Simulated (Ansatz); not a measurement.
# H₃NSSi, SMILES N[Si]S: the interaction energy of a dimer with the counterpoise correction

Computed with the Ansatz DFT code, driven from Python.

The cells in order, each with its output:

**Cell 1**
```python
from dataclasses import dataclass

import ansatz as az
```

**Cell 2**
```python
@dataclass
class Options:
    basis_set: str = "cc-pVDZ"
    xc: str = "pbe0"
```

**Cell 3**
```python
opts = Options()
```

**Cell 4**
```python
FIRST = [
    ("N", (-1.14, 0.0461, -0.749)),
    ("Si", (-0.3029, -0.9637, 0.2367)),
    ("S", (1.3559, 0.232, 0.7652)),
    ("H", (-1.3224, 0.9564, -0.249)),
    ("H", (-0.5958, 0.3919, -1.5502)),
    ("H", (2.0054, -0.6625, 1.5463)),
]
SECOND = [
    ("N", (-0.2696, -3.762, -2.1224)),
    ("Si", (-0.3501, -5.073, -1.1391)),
    ("S", (-1.1684, -6.5284, -2.4326)),
    ("H", (0.2667, -4.0086, -2.9962)),
    ("H", (-1.172, -3.4978, -2.5391)),
    ("H", (-1.2295, -7.56, -1.5584)),
]
```

**Cell 5**
```python
def energy(atoms, ghosts=()):
    molecule = az.Crystal.molecule()
    for symbol, xyz in atoms:
        molecule = molecule.atom(symbol, xyz)
    calc = (
        molecule.calculation()
        .basis(gaussian=opts.basis_set)
        .functional(opts.xc)
    )
    deck = calc.input()
    if ghosts:
        deck = deck.set(az.key.basis.gaussian.ghost_atoms, [{"symbol": s, "position_ang": list(xyz)} for s, xyz in ghosts])
    return az.Session.from_dict(deck).plan().execute().report["free_energy_ev"]
```

**Cell 6**
```python
# monomers in their own basis and in the basis of the dimer
both = energy(FIRST + SECOND)
alone = energy(FIRST) + energy(SECOND)
ghosted = energy(FIRST, SECOND) + energy(SECOND, FIRST)
print(f"dimer {both:.6f} eV")
print(f"interaction, uncorrected   {96.485332 * (both - alone):8.3f} kJ/mol")
print(f"interaction, counterpoise  {96.485332 * (both - ghosted):8.3f} kJ/mol")
print(f"basis-set superposition    {96.485332 * (alone - ghosted):8.3f} kJ/mol")
```
Output:
```text
dimer -40485.756439 eV
interaction, uncorrected     -7.124 kJ/mol
interaction, counterpoise    -2.622 kJ/mol
basis-set superposition       4.502 kJ/mol
```

Uncorrected it is -7.124 kJ/mol, with the counterpoise correction -2.622 kJ/mol; the difference, 4.502 kJ/mol, is the superposition error.

Caveats:
- Total energies depend on the basis set; only differences at equal settings carry meaning.
- The dimer is a generated trial pose of unrelaxed monomers, not a minimum, so the figure is no binding energy, and the basis set is small.
- This level lacks the dispersion part of the attraction (electrostatics and induction are there), which can decide the sign where the interaction is weak.
- Run time: 21 s on 1 thread of Arm Neoverse V1, with other jobs on the host, peak memory 0.38 GiB.
